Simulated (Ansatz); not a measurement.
# CH3F3Ge: the cost of one run

Program: Ansatz 0.2.0. Level of theory: RKS B3LYP-D4/def2-SVP. These are calculated values, not measurements.

**1. Starting point**

Bond lengths: Ge1–F2 1.680 Å, Ge1–C3 1.960 Å, C3–H4 1.110 Å, C3–H5 1.110 Å, C3–H6 1.110 Å, Ge1–F7 1.679 Å, Ge1–F8 1.679 Å. Angles: F2–Ge1–C3 109.4°, F2–Ge1–F7 109.5°, F2–Ge1–F8 109.5°, C3–Ge1–F7 109.5°, C3–Ge1–F8 109.5°, F7–Ge1–F8 109.5°, Ge1–C3–H4 109.5°, Ge1–C3–H5 109.5°, Ge1–C3–H6 109.5°, H4–C3–H5 109.4°, H4–C3–H6 109.4°, H5–C3–H6 109.4°.

Coordinates:

```xyz
8

Ge    0.0000    0.0000    0.0000
F     0.0000    0.0000    1.6800
C     1.8483    0.0000   -0.6527
H     2.1960   -1.0463   -0.7809
H     1.8968    0.5276   -1.6281
H     2.5002    0.5187    0.0808
F    -0.7913    1.3709   -0.5594
F    -0.7913   -1.3709   -0.5594
```

**2. Relaxing the start**

Input file input.yaml:

```yaml
crystal:
  periodic: [false, false, false]
  atoms:
    - { symbol: Ge, position_ang: [0.0, 0.0, 0.0] }
    - { symbol: F, position_ang: [0.0, 0.0, 1.68] }
    - { symbol: C, position_ang: [1.8483, 0.0, -0.6527] }
    - { symbol: H, position_ang: [2.196, -1.0463, -0.7809] }
    - { symbol: H, position_ang: [1.8968, 0.5276, -1.6281] }
    - { symbol: H, position_ang: [2.5002, 0.5187, 0.0808] }
    - { symbol: F, position_ang: [-0.7913, 1.3709, -0.5594] }
    - { symbol: F, position_ang: [-0.7913, -1.3709, -0.5594] }
basis:
  gaussian: { orbitals: def2-SVP }
hamiltonian:
  xc: b3lyp
  dispersion: d4
relax:
  f_tol: 0.02
  max_steps: 40
```

Run with:

```sh
$ ansatz run input.yaml --threads 4 --pin off --max-ram 5120MiB --backend cpu --events-out ev --progress --plain --runs-dir out
```

**Question.** How long does this run take on 4 threads of Arm Neoverse V2, shared host, and how much memory does it need?

About 18 s, with a peak of 0.24 GiB.
